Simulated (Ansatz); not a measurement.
# TaPAu3: the cost of one run

Computed with Ansatz 0.2.0 (DFT PBE, scalar-relativistic, plane waves, PAW, unless a step's input says otherwise).

### 1 The system as given

The structure is tetragonal, space group P4mm (No. 99). The conventional cell has a = 4.230 Å, b = 4.230 Å, c = 4.283 Å, α = 90.00°, β = 90.00°, γ = 90.00°. Ta (site symmetry 4mm) is surrounded by 5 Au at 1.97 to 2.12 Å. Around P (site symmetry 4mm) lie 12 Au at 2.96 to 3.06 Å. Au (site symmetry 4mm) is surrounded by 1 Ta at 1.97 Å. Au (site symmetry 2mm) is surrounded by 2 Ta at 2.12 Å and 4 P at 2.96 to 3.06 Å and 8 Au at 2.98 to 3.04 Å.

As a file:

```cif
data_structure
_symmetry_space_group_name_H-M 'P4mm'
_symmetry_Int_Tables_number 99
_cell_length_a 4.2299
_cell_length_b 4.2299
_cell_length_c 4.2829
_cell_angle_alpha 90.000
_cell_angle_beta 90.000
_cell_angle_gamma 90.000
_cell_volume 76.63
loop_
_atom_site_label
_atom_site_type_symbol
_atom_site_symmetry_multiplicity
_atom_site_Wyckoff_symbol
_atom_site_fract_x
_atom_site_fract_y
_atom_site_fract_z
_atom_site_occupancy
Ta1 Ta 1 b 0.50000 0.50000 0.51500 1
P1 P 1 a 0.00000 0.00000 0.00000 1
Au1 Au 1 b 0.50000 0.50000 0.97500 1
Au2 Au 2 c 0.00000 0.50000 0.48500 1
```

(A quick probe on a coarse mesh, which set the mesh and smearing, is not shown.)

### 3 A loose first relaxation

Input file input.yaml:

```yaml
crystal:
  lattice:
    - [4.2299210185, 0.0, 0.0]
    - [0.0, 4.2299210185, 0.0]
    - [0.0, 0.0, 4.2829275476]
  atoms:
    - { symbol: Ta, position: [0.5, 0.5, 0.515] }
    - { symbol: P, position: [0.0, 0.0, 0.0] }
    - { symbol: Au, position: [0.5, 0.5, 0.975] }
    - { symbol: Au, position: [0.0, 0.5, 0.485] }
    - { symbol: Au, position: [0.5, 0.0, 0.485] }
basis:
  ecutwfc: 420
kpoints:
  mp_grid: { grid: [4, 4, 4] }
hamiltonian:
  xc: pbe
scf:
  occupations: { method: gaussian, width: 0.1 }
  lower_state_search: "off"
output:
  forces: true
  stress: true
  eigenvalues: true
relax:
  adjacent_minimum: "off"
  f_tol: 0.04
  max_steps: 70
  cell: { stress_tol: 0.4 }
```

Launch:

```sh
$ ansatz run input.yaml --threads 1 --pin off --max-ram 2560MiB --backend cpu --events-out ev --progress --plain --runs-dir out
```

What time and memory should one allow on 1 thread of Arm Neoverse V1, shared host?

About 3.2 min, with a peak of 0.4 GiB.
